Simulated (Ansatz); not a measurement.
# SnTe: response to strain

SnTe is deformed so: equal xy, yz and zx engineering shear strains of +1 %. What stress and forces result, by LAPW, PAW and all-electron datasets made for the crystal?

Computed with Ansatz 0.2.0 (DFT LDA, scalar-relativistic, unless a step's input says otherwise).

### Step 1. The starting structure

It takes space group Fm-3m (No. 225, cubic). Conventional cell: a = 6.313 Å, b = 6.313 Å, c = 6.313 Å, α = 90.00°, β = 90.00°, γ = 90.00°. Sn (site symmetry m-3m) has 6 Te at 3.16 Å as nearest neighbours. Te (site symmetry m-3m) has 6 Sn at 3.16 Å as nearest neighbours.

As a file:

```
Sn Te
1.0
     0.00000    3.15650    3.15650
     3.15650    0.00000    3.15650
     3.15650    3.15650    0.00000
Sn Te
1 1
Direct
  0.00000 0.00000 0.00000
  0.50000 0.50000 0.50000
```

Atoms are numbered in the order of the input: Sn1, Te2.

### Step 2. After the deformation

Space group Fm-3m before, R-3m after.

### Step 3. LAPW, all electrons

Contents of input.yaml:

```yaml
crystal:
  lattice:
    - [0.031565, 3.1722825, 3.1722825]
    - [3.1722825, 0.031565, 3.1722825]
    - [3.1722825, 3.1722825, 0.031565]
  atoms:
    - { symbol: Sn, position: [0.0, 0.0, 0.0] }
    - { symbol: Te, position: [0.5, 0.5, 0.5] }
kpoints:
  mp_grid: { grid: [11, 11, 11] }
  band_path:
    path:
      - [0.0, 0.0, 0.0]
      - [0.5, 0.5, 0.5]
      - [0.247543133, 0.5, 0.752456867]
      - [-0.247543133, 0.247543133, 0.5]
      - [0.0, 0.0, 0.5]
      - [0.0, 0.0, 0.0]
      - [-0.3737715665, 0.0, 0.3737715665]
      - [0.0, 0.3737715665, 0.6262284335]
      - [0.0, 0.5, 0.5]
    npoints: 5
scf:
  occupations: { method: fermi_dirac, width: 0.08 }
hamiltonian:
  xc: lda
  pseudopotentials: { kind: all_electron, lapw: { basis_error: 0.00025 } }
output:
  forces: true
  stress: true
  eigenvalues: true
```

Run with:

```console
> ansatz run input.yaml --threads 1 --pin off --max-ram 3072MiB --backend cpu --events-out ev --progress --plain --runs-dir out
```

### Step 4. Frozen-core PAW

Contents of input.yaml:

```yaml
crystal:
  lattice:
    - [0.031565, 3.1722825, 3.1722825]
    - [3.1722825, 0.031565, 3.1722825]
    - [3.1722825, 3.1722825, 0.031565]
  atoms:
    - { symbol: Sn, position: [0.0, 0.0, 0.0] }
    - { symbol: Te, position: [0.5, 0.5, 0.5] }
kpoints:
  mp_grid: { grid: [11, 11, 11] }
scf:
  occupations: { method: fermi_dirac, width: 0.08 }
hamiltonian:
  xc: lda
  pseudopotentials: { kind: paw }
output:
  forces: true
  stress: true
  eigenvalues: true
  efg: { contact_densities: true }
```

### Step 5. All-electron PAW on datasets made for the crystal

input.yaml, as its differences from that of step 4:

```diff
@@ -14,3 +14,3 @@
   xc: lda
-  pseudopotentials: { kind: paw }
+  pseudopotentials: { kind: all_electron, datasets: crystal }
 output:
```

(Steps that only read results are left out.)

Q: Predict the outcome of this session. Wanted: pressure; largest shear or deviatoric stress.

As calculated:

```
                                 quantity                                              value
                                 pressure  LAPW -1.71, PAW -1.72, crystal datasets -1.71 GPa
largest shear or deviatoric stress (LAPW)                                           0.17 GPa
```

The largest part of the stress beyond the pressure is 0.17 GPa in size; the atoms are carried along and not relaxed. No run of the undeformed cell stands beside it, so the pressure holds what the given cell had before the change. PAW: stress within 0.02 GPa of LAPW. Crystal datasets: stress within 0.01 GPa of LAPW. Spin-orbit coupling is left out, though the cell holds Te; in elements this heavy it can shift bands and gaps by tenths of an eV.
